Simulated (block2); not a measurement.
**AlClOF (SMILES [O][Al]([F])[Cl]) at DMRG/STO-6G**

Aim: the vertical ionisation energy of AlClOF at DMRG/STO-6G, from 2 runs. 

The results are computed with block2 0.5.4.

4 further runs of the same task are left out: 1 that didn't finish, 3 set aside as unsound or not needed.

## (1) The molecule

The species is AlClOF (4 atoms), meant as a doublet with charge 0. As SMILES, `[O][Al]([F])[Cl]`. The shape is that of a PBE0-D4/def2-TZVP optimisation.

Bond lengths: O1–Al2 1.724 Å, Al2–F3 1.632 Å, Al2–Cl4 2.063 Å. Angles: O1–Al2–F3 118.6°, O1–Al2–Cl4 118.4°, F3–Al2–Cl4 122.9°.

## (2) A single-point energy at DMRG/STO-6G

Contents of prepare.py:

```python
import numpy as np
from pyscf import ao2mo, cc, dft, gto, lo, mcscf, mp, scf
from pyscf.tools import fcidump

mol = gto.M(atom="""
O      0.993300     0.591700     1.294800
Al     0.061900    -0.095200     0.016700
F      0.278100    -1.671200    -0.348900
Cl    -1.277700     1.114400    -0.982900
""", basis="sto-6g", spin=1, verbose=3, max_memory=2000)
print("basis functions = %d" % (mol.nao))
mf = scf.ROHF(mol)
mf.conv_tol = 1e-10
mf.max_cycle = 200
mf.kernel()
if not mf.converged:
    mf = mf.newton().run(mf.mo_coeff, mf.mo_occ)
print(f"reference energy = {mf.e_tot:.10f}")
# MP2, CCSD and CCSD(T) with the same frozen core
ref = scf.UHF(mol).run(mf.make_rdm1(), conv_tol=1e-10)
pt = mp.MP2(ref, frozen=12).run()
mycc = cc.CCSD(ref, frozen=12)
mycc.max_cycle = 150
mycc.kernel()
print(f"E(MP2) = {pt.e_tot:.10f}")
if mycc.converged:
    print(f"E(CCSD) = {mycc.e_tot:.10f}")
    print("E(CCSD(T)) = %.10f" % (mycc.e_tot + mycc.ccsd_t()))
# a few density functionals on the same geometry and basis
ks = dft.UKS(mol, xc="pbe0").set(conv_tol=1e-9, verbose=3).run(mf.make_rdm1())
if ks.converged:
    print("E(PBE0) = %.8f" % (ks.e_tot))
ks = dft.UKS(mol, xc="m06l").set(conv_tol=1e-9, verbose=3).run(mf.make_rdm1())
if ks.converged:
    print("E(M06-L) = %.8f" % (ks.e_tot))
ks = dft.UKS(mol, xc="m062x").set(conv_tol=1e-9, verbose=3).run(mf.make_rdm1())
if ks.converged:
    print("E(M06-2X) = %.8f" % (ks.e_tot))
ks = dft.UKS(mol, xc="r2scan").set(conv_tol=1e-9, verbose=3).run(mf.make_rdm1())
if ks.converged:
    print("E(r2SCAN) = %.8f" % (ks.e_tot))
ks = dft.UKS(mol, xc="tpss").set(conv_tol=1e-9, verbose=3).run(mf.make_rdm1())
if ks.converged:
    print(f"E(TPSS) = {ks.e_tot:.8f}")
# localise doubly occupied and virtual orbitals apart
mo = mf.mo_coeff.copy()
for a, b in ((12, 23), (24, 28)):
    if b - a > 1:
        mo[:, a:b] = lo.PM(mol, mo[:, a:b]).kernel()
mf.mo_coeff = mo
# FCIDUMP for the DMRG program
cas = mcscf.CASCI(mf, 16, 23)
h1, ecore = cas.get_h1eff()
fcidump.from_integrals("FCIDUMP", h1, cas.get_h2eff(), 16, 23, nuc=ecore, ms=1)
```

Contents of dmrg.conf:

```
sym c1
orbitals FCIDUMP
nelec 23
spin 1
irrep 1
occ 2 2 2 2 2 2 2 2 2 2 2 1 0 0 0 0
cbias 0.2
schedule
0 75 1E-08 1E-04
3 100 1E-08 1E-05
5 100 1E-09 0.0
end
maxiter 11
sweep_tol 1E-06
fiedler
mem 1g
num_thrds 1
prefix ./tmp
outputlevel 2
onepdm
```

Run with:

```console
$ python prepare.py && block2main dmrg.conf
```

Standard output:

```text
$ python prepare.py
basis functions = 28
converged SCF energy = -872.630459617694
reference energy = -872.6304596177
converged SCF energy = -872.631630653073  <S^2> = 0.75650046  2S+1 = 2.0064899
E(UMP2) = -872.687631688868  E_corr = -0.0560010357951787
E(SCS-UMP2) = -872.689439919615  E_corr = -0.0578092665426606
E(UCCSD) = -872.7006408257712  E_corr = -0.06901017269838601
E(MP2) = -872.6876316889
E(CCSD) = -872.7006408258
UCCSD(T) correction = -0.00511634858126427
E(CCSD(T)) = -872.7057571744
converged SCF energy = -874.010954192538  <S^2> = 0.75330928  2S+1 = 2.0033066
E(PBE0) = -874.01095419
converged SCF energy = -874.55933232884  <S^2> = 0.75804339  2S+1 = 2.0080273
E(M06-L) = -874.55933233
converged SCF energy = -874.300100808502  <S^2> = 0.75421987  2S+1 = 2.0042154
E(M06-2X) = -874.30010081
converged SCF energy = -874.349642631413  <S^2> = 0.75470652  2S+1 = 2.004701
E(r2SCAN) = -874.34964263
converged SCF energy = -874.483456260397  <S^2> = 0.75283094  2S+1 = 2.0028289
E(TPSS) = -874.48345626

$ block2main dmrg.conf

********************************** INPUT START **********************************
sym                                                             c1
orbitals                                                   FCIDUMP
nelec                                                           23
spin                                                             1
irrep                                                            1
occ                                2 2 2 2 2 2 2 2 2 2 2 1 0 0 0 0
cbias                                                          0.2
maxiter                                                         11
sweep_tol                                                    1E-06
fiedler
mem                                                             1g
num_thrds                                                        1
prefix                                                       ./tmp
outputlevel                                                      2
[... 58 lines left out ...]
 --> Site =    6-   7 .. Mmps =   75 Ndav =  17 E =   -872.1377323642 Error = 2.19e-07 FLOPS = 2.65e+09 Tdav = 0.91 T = 1.00
[... 24 lines left out ...]
 <-- Site =    7-   8 .. Mmps =   75 Ndav =  17 E =   -872.6754373739 Error = 4.39e-05 FLOPS = 3.02e+09 Tdav = 1.38 T = 1.55
[... 24 lines left out ...]
 --> Site =    8-   9 .. Mmps =   75 Ndav =  12 E =   -872.7056862717 Error = 4.06e-05 FLOPS = 3.26e+09 Tdav = 0.60 T = 0.74
[... 24 lines left out ...]
 <-- Site =    5-   6 .. Mmps =  100 Ndav =   4 E =   -872.7060016254 Error = 4.36e-06 FLOPS = 3.54e+09 Tdav = 0.36 T = 0.48
[... 24 lines left out ...]
 --> Site =   10-  11 .. Mmps =  100 Ndav =   5 E =   -872.7062548704 Error = 7.59e-07 FLOPS = 3.18e+09 Tdav = 0.14 T = 0.21
[... 24 lines left out ...]
 <-- Site =    3-   4 .. Mmps =  100 Ndav =   3 E =   -872.7060550773 Error = 1.75e-09 FLOPS = 2.60e+09 Tdav = 0.04 T = 0.07
[... 24 lines left out ...]
 --> Site =   12-  13 .. Mmps =   47 Ndav =   1 E =   -872.7062911154 Error = 3.72e-15 FLOPS = 1.90e+09 Tdav = 0.01 T = 0.03
[... 24 lines left out ...]
 <-- Site =    1-   2 .. Mmps =   15 Ndav =   1 E =   -872.7060532389 Error = 8.31e-19 FLOPS = 9.67e+08 Tdav = 0.00 T = 0.01
[... 24 lines left out ...]
 --> Site =   14-  15 .. Mmps =    4 Ndav =   1 E =   -872.7062973024 Error = 1.57e-18 FLOPS = 1.02e+08 Tdav = 0.00 T = 0.00
[... 32 lines left out ...]
Final canonical form =  CRRRRRRRRRRRRRRR 0
[... 50 lines left out ...]
 --> Site =    9-  10 .. Nterms =           13 Error =  0.000005609911/ 0.000000000000 FLOPS = 3.13e+09 Tmult = 0.00 T = 0.01
 --> Site =   10-  11 .. Nterms =           11 Error =  0.000000433985/ 0.000000000000 FLOPS = 2.66e+09 Tmult = 0.00 T = 0.01
 --> Site =   11-  12 .. Nterms =            9 Error =  0.000000000007/ 0.000000000000 FLOPS = 1.95e+09 Tmult = 0.00 T = 0.01
 --> Site =   12-  13 .. Nterms =            7 Error =  0.000000000000/ 0.000000000000 FLOPS = 1.37e+09 Tmult = 0.00 T = 0.01
 --> Site =   13-  14 .. Nterms =            5 Error =  0.000000000000/ 0.000000000000 FLOPS = 5.03e+08 Tmult = 0.00 T = 0.00
 --> Site =   14-  15 .. Nterms =            4 Error =  0.000000000000/ 0.000000000000 FLOPS = 2.64e+08 Tmult = 0.00 T = 0.00
[... 7 lines left out ...]
NPDM Sorting | Nsites =    16 | Nmaxops =  2 | DotSite = 2 | SymbolFree = T | Compressed = T | LowMem = F | Mem = 2.00 KB
 Site =     0 ..  T = 0.000
 Site =     1 ..  T = 0.000
 Site =     2 ..  T = 0.000
 Site =     3 ..  T = 0.000
 Site =     4 ..  T = 0.000
 Site =     5 ..  T = 0.000
 Site =     6 ..  T = 0.000
 Site =     7 ..  T = 0.000
 Site =     8 ..  T = 0.000
 Site =     9 ..  T = 0.000
 Site =    10 ..  T = 0.000
 Site =    11 ..  T = 0.000
 Site =    12 ..  T = 0.000
 Site =    13 ..  T = 0.000
 Site =    14 ..  T = 0.000
Ttotal =      0.001

DMRG OCC =   1.996 1.996 1.999 1.972 1.991 1.991 1.988 1.999 1.997 1.982 1.968 1.001 0.025 0.038 0.025 0.032
```

Wall time 81 s (1 thread of Arm Neoverse V1, shared host); peak memory 0.24 GiB.

## (3) The singlet cation: a single-point energy at DMRG/STO-6G

Contents of make_fcidump.py:

```python
import numpy as np
from pyscf import ao2mo, cc, dft, gto, lo, mcscf, mp, scf
from pyscf.tools import fcidump

geom = """
O      0.993300     0.591700     1.294800
Al     0.061900    -0.095200     0.016700
F      0.278100    -1.671200    -0.348900
Cl    -1.277700     1.114400    -0.982900
"""
mol = gto.M(
    atom=geom,
    basis="sto-6g",
    charge=1,
    spin=0,
    verbose=3,
    max_memory=2000,
)
print("nao                            = %d" % (mol.nao))
mf = scf.RHF(mol)
mf.conv_tol = 1e-10
mf.max_cycle = 200
mf.kernel()
if not mf.converged:
    mf = mf.newton().run(mf.mo_coeff, mf.mo_occ)
print("E(SCF)                         = %.10f" % (mf.e_tot))
ref = mf
pt = mp.MP2(ref, frozen=12).run()
mycc = cc.CCSD(ref, frozen=12)
mycc.max_cycle = 150
mycc.kernel()
print(f"E(MP2)                         = {pt.e_tot:.10f}")
if mycc.converged:
    print(f"CCSD total energy              = {mycc.e_tot:.10f}")
    print("CCSD(T) total energy           = %.10f" % (mycc.e_tot + mycc.ccsd_t()))
    print(f"T1                             = {mycc.get_t1_diagnostic():.4f}")
ks = dft.RKS(mol, xc="pbe0").set(conv_tol=1e-9, verbose=3).run()
if ks.converged:
    print("E(PBE0)                        = %.8f" % (ks.e_tot))
ks = dft.RKS(mol, xc="m06l").set(conv_tol=1e-9, verbose=3).run()
if ks.converged:
    print(f"E(M06-L)                       = {ks.e_tot:.8f}")
ks = dft.RKS(mol, xc="m062x").set(conv_tol=1e-9, verbose=3).run()
if ks.converged:
    print("E(M06-2X)                      = %.8f" % (ks.e_tot))
ks = dft.RKS(mol, xc="r2scan").set(conv_tol=1e-9, verbose=3).run()
if ks.converged:
    print(f"E(r2SCAN)                      = {ks.e_tot:.8f}")
ks = dft.RKS(mol, xc="tpss").set(conv_tol=1e-9, verbose=3).run()
if ks.converged:
    print(f"E(TPSS)                        = {ks.e_tot:.8f}")
mo = mf.mo_coeff.copy()
for a, b in ((12, 23), (23, 28)):
    if b - a > 1:
        mo[:, a:b] = lo.PM(mol, mo[:, a:b]).kernel()
mf.mo_coeff = mo
cas = mcscf.CASCI(mf, 16, 22)
h1, ecore = cas.get_h1eff()
fcidump.from_integrals("FCIDUMP", h1, cas.get_h2eff(), 16, 22, nuc=ecore, ms=0)
```

Contents of input.conf:

```
sym c1
orbitals FCIDUMP
nelec 22
spin 0
irrep 1
occ 2 2 2 2 2 2 2 2 2 2 2 0 0 0 0 0
cbias 0.2
schedule
0 100 1E-09 1E-04
2 200 1E-09 1E-04
6 400 1E-09 1E-05
9 400 1E-10 0.0
end
maxiter 15
sweep_tol 1E-07
gaopt default
mem 2g
num_thrds 1
prefix ./tmp
outputlevel 1
onepdm
```

Run with:

```console
$ python make_fcidump.py && block2main input.conf
```

Standard output:

```text
$ python make_fcidump.py
nao                            = 28
converged SCF energy = -872.232833072622
E(SCF)                         = -872.2328330726
E(RMP2) = -872.303472623117  E_corr = -0.0706395504953047
E(SCS-RMP2) = -872.307272058935  E_corr = -0.0744389863126997
E(CCSD) = -872.3445300287337  E_corr = -0.1116969561117276
E(MP2)                         = -872.3034726231
CCSD total energy              = -872.3445300287
CCSD(T) correction = -0.0124269575182456
CCSD(T) total energy           = -872.3569569863
T1                             = 0.0559
converged SCF energy = -873.619302285265
E(PBE0)                        = -873.61930229
SCF not converged.
SCF energy = -874.169752922604
converged SCF energy = -873.892148501138
E(M06-2X)                      = -873.89214850
SCF not converged.
SCF energy = -873.934552665718
SCF not converged.
SCF energy = -873.13486356339

$ block2main input.conf

********************************** INPUT START **********************************
sym                                                             c1
orbitals                                                   FCIDUMP
nelec                                                           22
spin                                                             0
irrep                                                            1
occ                                2 2 2 2 2 2 2 2 2 2 2 0 0 0 0 0
cbias                                                          0.2
maxiter                                                         15
sweep_tol                                                    1E-07
gaopt                                                      default
mem                                                             2g
num_thrds                                                        1
prefix                                                       ./tmp
outputlevel                                                      1
[... 18 lines left out ...]
integral sym error =            0
[... 45 lines left out ...]
Sweep =   10 | Direction =  forward | Bond dimension =  400 | Noise =  0.00e+00 | Dav threshold =  1.00e-10
Time elapsed =    805.294 | E =    -872.3766729053 | DE = -5.15e-07 | DW = 2.57689e-06

Sweep =   11 | Direction = backward | Bond dimension =  400 | Noise =  0.00e+00 | Dav threshold =  1.00e-10
Time elapsed =    950.157 | E =    -872.3766730764 | DE = -1.71e-07 | DW = 2.57416e-06

Sweep =   12 | Direction =  forward | Bond dimension =  400 | Noise =  0.00e+00 | Dav threshold =  1.00e-10
Time elapsed =   1092.929 | E =    -872.3766730858 | DE = -9.33e-09 | DW = 2.57615e-06

Final canonical form =  LLLLLLLLLLLLLLLC 14
DMRG Energy = -872.376673085769198
npdm string = ['(C+D)0']

Build NPDM MPO | Nsites =    16 | Nmaxops =  2 | SymbolFree = T | Cutoff = 0.00e+00
 Site =     0 /    16 .. L =        4 R =        1 M =            0 Tmid = 0.000 T = 0.000
 Site =     1 /    16 .. L =        4 R =       31 M =           31 Tmid = 0.000 T = 0.000
 Site =     2 /    16 .. L =        4 R =       29 M =           29 Tmid = 0.000 T = 0.000
 Site =     3 /    16 .. L =        4 R =       27 M =           27 Tmid = 0.000 T = 0.000
 Site =     4 /    16 .. L =        4 R =       25 M =           25 Tmid = 0.000 T = 0.000
 Site =     5 /    16 .. L =        4 R =       23 M =           23 Tmid = 0.000 T = 0.000
 Site =     6 /    16 .. L =        4 R =       21 M =           21 Tmid = 0.000 T = 0.000
 Site =     7 /    16 .. L =        4 R =       19 M =           19 Tmid = 0.000 T = 0.000
 Site =     8 /    16 .. L =        4 R =       17 M =           17 Tmid = 0.000 T = 0.000
 Site =     9 /    16 .. L =        4 R =       15 M =           15 Tmid = 0.000 T = 0.000
 Site =    10 /    16 .. L =        4 R =       13 M =           13 Tmid = 0.000 T = 0.000
 Site =    11 /    16 .. L =        4 R =       11 M =           11 Tmid = 0.000 T = 0.000
 Site =    12 /    16 .. L =        4 R =        9 M =            9 Tmid = 0.000 T = 0.000
 Site =    13 /    16 .. L =        4 R =        7 M =            7 Tmid = 0.000 T = 0.000
 Site =    14 /    16 .. L =        4 R =        5 M =            5 Tmid = 0.000 T = 0.000
 Site =    15 /    16 .. L =        1 R =        4 M =            4 Tmid = 0.000 T = 0.000
Ttotal =      0.000

Expectation | Direction = backward | BRA bond dimension =  400 | KET bond dimension =  400
Time elapsed =      1.354
NPDM Sorting | Nsites =    16 | Nmaxops =  2 | DotSite = 2 | SymbolFree = T | Compressed = T | LowMem = F | Mem = 2.00 KB
Ttotal =      0.000

DMRG OCC =   1.969 1.995 1.961 1.865 1.870 1.930 1.225 1.981 1.924 1.993 1.896 0.984 0.070 0.100 0.094 0.142
```

Run time: 19 min. Hardware: 1 thread of Arm Neoverse V1, shared host; peak memory 0.65 GiB.

## (4) Results

At DMRG/STO-6G, 12 core orbitals frozen:

```
                                          quantity          value
                  run 1, DMRG/STO-6G: total energy  -872.70636 Eh
                      singlet cation: total energy  -872.37667 Eh
    singlet cation: T1 diagnostic of the CCSD step          0.056
vertical ionisation energy (to the singlet cation)       8.971 eV
```

What this shows: The vertical ionisation energy comes to 8.97 eV (207 kcal/mol). Only the singlet of the ionised species was computed; a triplet could lie lower. In a minimal basis such a difference can be off by several eV, whatever the method. The T1 diagnostic (singlet cation) of 0.056 is above the customary mark for such species, so a single reference may not serve.
